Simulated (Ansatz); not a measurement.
**SiGeNH (singlet): the correlation ladder at a displaced geometry (v2), cc-pVDZ**

An exercise on one series of results from a longer session: the logs are not shown, and one member is left open.

Computed with Ansatz 0.2.0, Gaussian basis. Level: cc-pVDZ, core rule «outside noble gas», up to 20 orbitals frozen.

To be run: UHF; CCSD(T) on RHF; CCSD(T) on UHF; BCCD(T) on RHF; CISD; CCSDT(Q) on RHF; CCSDT(Q) on UHF; CASSCF and MRCISD+Q, 8 electrons in 8 orbitals; CASSCF and NEVPT2, 8 electrons in 8 orbitals.

14 further runs of the same task are left out: 3 for a known fault of the program, 1 that didn't finish, 10 set aside as unsound or not needed.

## The geometry

The geometry is a PBE0/def2-TZVP stationary point (not a proven minimum) with its atoms shifted at random (size 0.100 Å). No spin-orbit coupling is included. The filled d shell of Ge may be among the frozen orbitals whatever the setting's name suggests; the logs give the count.

4 atoms, charge 0, spin multiplicity 1.

Atoms are counted from 1 here; the program's logs count them from 0.

Bond lengths: Ge1–N2 1.870 Å, N2–Si3 1.687 Å, N2–H4 1.160 Å. Angles: Ge1–N2–Si3 168.5°, Ge1–N2–H4 84.3°, Si3–N2–H4 103.2°.

Set-up of the first run:

in.yaml reads:

```yaml
crystal:
  periodic: [false, false, false]
  atoms:
    - {symbol: Ge, position_ang: [0.064568, 0.343002, 1.769164]}
    - {symbol: N, position_ang: [-0.100306, 0.217660, -0.089426]}
    - {symbol: Si, position_ang: [-0.023685, 0.356510, -1.769398]}
    - {symbol: H, position_ang: [0.059423, -0.917172, 0.089660]}
basis:
  gaussian: {orbitals: cc-pVDZ}
magnetization: {spin_polarized: true, initial_magnetization: 0}
hamiltonian: {xc: hf}
output: {orbitals: {seedname: orbitals}}
```

The run is started by

```
$ ansatz run in.yaml --threads 1 --pin off --events-out ev --progress --plain --max-ram 2393MiB
```

Among the steps run: UHF; CCSD(T) on RHF; CCSD(T) on UHF; BCCD(T) on RHF; CISD; CCSDT(Q) on RHF; CCSDT(Q) on UHF; CASSCF and MRCISD+Q, 8 electrons in 8 orbitals; CASSCF and NEVPT2, 8 electrons in 8 orbitals.

One of the session's tables, all rows but one given; the rest of the session is left out.

It belongs to the step «Misses and costs». 

| method | from RCCSDT(Q) (kJ/mol) |
| --- | --- |
| RHF | +1072.1 |
| UHF | +910.3 |
| RMP2 | +153.3 |
| UMP2 | +137.1 |
| RCCSD | +77.9 |
| UCCSD | +53.5 |
| RCCSD(T) | +8.8 |
| UCCSD(T) | +19.0 |
| BCCD(T) | +10.5 |
| RCCSDT | +9.9 |
| UCCSDT | +10.1 |
| RCCSDT(Q) | 0 |
| UCCSDT(Q) | ? |
| CASSCF frontier | +693.5 |
| NEVPT2 frontier | +168.4 |
| MRCISD frontier | +89.4 |
| MRCISD+Q frontier | +14.0 |

Estimate the missing values for UCCSDT(Q).

The run gave: from RCCSDT(Q) (kJ/mol): +2.1. In the column «from RCCSDT(Q) (kJ/mol)» it lies between RCCSDT(Q) (0) and RCCSD(T) (+8.8).

Not comparable, so not listed: CISD (they don't share determinant, frozen orbitals or solution with the rows shown, or repeat one).

Limits of these values: The determinant is far from a pure spin state, so its energy mixes those of several spin states (harmless only where they are near-degenerate, as at dissociation). The report flags that the cluster equations may have other roots. The program flags RCCSD(T), UCCSD(T), BCCD(T), RCCSDT(Q) as in doubt, so the zero of the table is itself unsure. Warnings: restricted reference is unstable; spin contamination; large T1 diagnostic. Restricted and unrestricted rows rest on different reference determinants; where their highest levels disagree by more than a few hundredths of an eV, they describe different states and don't form one ladder.
